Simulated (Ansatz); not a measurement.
Relaxation of a periodic cell of 13 atoms, LiTc₁₂ (host Tc, host structure hcp, interstitial Li), to a largest force component of 0.03 eV/Å in at most 60 steps.

All numbers below come from Ansatz, DFT PBE-D3(BJ), scalar-relativistic, plane waves, PAW. Settings: cutoff 600 eV, k mesh 4x3x4, gaussian smearing 0.15 eV, no spin polarisation.

```xyz
13
Lattice="5.4800 0.0000 0.0000 -4.1100 7.1187 0.0000 0.0000 0.0000 4.3950" Properties=species:S:1:pos:R:3
Tc 0.000 0.000 0.000
Tc 0.000 1.582 2.197
Tc -1.370 2.373 0.000
Tc -1.370 3.955 2.197
Tc -2.740 4.746 0.000
Tc -2.740 6.328 2.197
Tc 2.740 0.000 0.000
Tc 2.740 1.582 2.197
Tc 1.370 2.373 0.000
Tc 1.370 3.955 2.197
Tc 0.000 4.746 0.000
Tc 0.000 6.328 2.197
Li -1.320 5.550 1.036
```

Q: Where does it end, and by what steps?

A: The forces met the threshold. Limits of this set-up: coarse k mesh, a small cell, in which the defect meets its images. After 5 steps the energy has fallen by 2.304 eV; Tc11 moved furthest, 0.20 Å.

| step | energy less start (eV) | largest force component (eV/Å) | accepted |
| --- | --- | --- | --- |
| 0 | 0.0000 | 4.106 | yes |
| 1 | -1.7408 | 1.763 | yes |
| 2 | -2.2607 | 0.346 | yes |
| 3 | -2.3011 | 0.099 | yes |
| 4 | -2.3025 | 0.077 | yes |
| 5 | -2.3041 | 0.011 | yes |

```xyz
13
Lattice="5.4800 0.0000 0.0000 -4.1100 7.1187 0.0000 0.0000 0.0000 4.3950" Properties=species:S:1:pos:R:3
Tc 0.006 0.000 0.047
Tc 0.021 1.607 2.243
Tc -1.343 2.392 0.004
Tc -1.376 3.802 2.288
Tc -2.836 4.672 -0.148
Tc -2.831 6.391 2.352
Tc 2.753 0.155 -0.100
Tc 2.721 1.565 2.184
Tc 1.356 2.350 -0.054
Tc 1.371 3.957 2.140
Tc 0.099 4.684 -0.165
Tc 0.104 6.404 2.336
Li -1.365 5.538 1.094
```

Whether the end is a true minimum wasn't checked by a vibrational analysis.

Run time: 78 s on 4 threads of Intel(R) Xeon(R) Platinum 8259CL CPU @ 2.50GHz (Skylake/Cascade Lake), on a shared host, peak memory 1.3 GiB.
